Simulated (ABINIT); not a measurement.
A run of ABINIT 10.8.3 (patched build) is set up as follows.

File run.abi:

```
pp_dirpath "./"
pseudos "B.upf"

acell 3.5625872792 3.5625872792 3.5625872792
rprim
     1.0000000000     0.0000000000     0.0000000000
     0.0000000000     1.0000000000     0.0000000000
     0.0000000000     0.0000000000     1.0000000000
ntypat 1
znucl 5
natom 1
typat 1
xred
     0.5000000000     0.5000000000     0.5000000000

ecut 38.0

kptopt 1
ngkpt 10 10 10
nshiftk 1
shiftk 0.0 0.0 0.0

ixc -116133

nband 6
occopt 3
tsmear 0.05 eV

nstep 100
tolvrs 1.0e-10

iomode 3
prtwf 0
prtden 0
prteig 0
prtebands 0
enunit 2
```

Potentials or basis: PseudoDojo NC SR PBEsol v0.4.1 standard.

Launch:

```bash
$ abinit run.abi > log 2>&1
```

**Question.** What does it give for the band gap on the k mesh?

**Answer.** None (metal or under the smearing width).

**Question.** Predict the pressure.

**Answer.** -2.7 GPa.
